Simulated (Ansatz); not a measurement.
# SbTe2O: the cost of one run

Method: DFT PBE, scalar-relativistic, plane waves, PAW, in Ansatz 0.2.0.

2 further runs of the same task are left out: 1 that didn't finish, 1 set aside as unsound or not needed.

### 1 The structure to begin with

Symmetry: P6/mmm, No. 191, hexagonal system. Conventional cell: a = 4.769 Å, b = 4.769 Å, c = 5.478 Å, α = 90.00°, β = 90.00°, γ = 120.00°. Sb (site symmetry 6/mmm) has 2 O at 2.74 Å and 6 Te at 2.75 Å as nearest neighbours. Around Te (site symmetry -6m2) lie 3 Te at 2.75 Å and 3 Sb at 2.75 Å. O (site symmetry 6/mmm) has 2 Sb at 2.74 Å as nearest neighbours.

Structure file:

```
Sb Te O
1.0
     4.76892    0.00000    0.00000
    -2.38446    4.13000    0.00000
     0.00000    0.00000    5.47792
Sb Te O
1 2 1
Direct
  0.00000 0.00000 0.00000
  0.33333 0.66667 0.00000
  0.66667 0.33333 0.00000
  0.00000 0.00000 0.50000
```

The cell is invented: random cell by space group and Wyckoff sites (P6/mmm, No. 191). The dimensions are guesses.

### 2 Probe: one point on a coarse mesh

input.yaml

```yaml
crystal:
  lattice:
    - [4.76891833, 0.0, 0.0]
    - [-2.38445917, 4.13000442, 0.0]
    - [0.0, 0.0, 5.4779158]
  atoms:
    - { symbol: Sb, position: [0.0, 0.0, 0.0] }
    - { symbol: Te, position: [0.33333333, 0.66666667, 0.0] }
    - { symbol: Te, position: [0.66666667, 0.33333333, 0.0] }
    - { symbol: O, position: [0.0, 0.0, 0.5] }
basis:
  ecutwfc: 420
kpoints:
  mp_grid: { grid: [6, 6, 4] }
hamiltonian:
  xc: pbe
scf:
  occupations: { method: gaussian, width: 0.1 }
  lower_state_search: "off"
output:
  forces: true
  stress: true
  eigenvalues: true
```

On the command line:

```sh
ansatz run input.yaml --threads 1 --pin off --max-ram 2560MiB --backend cpu --events-out ev --progress --plain --runs-dir out
```

Q: Estimate wall time and peak memory on 1 thread of AMD EPYC 9R45 (Zen 5), shared host.

About 1.8 s, with a peak of 0.42 GiB.
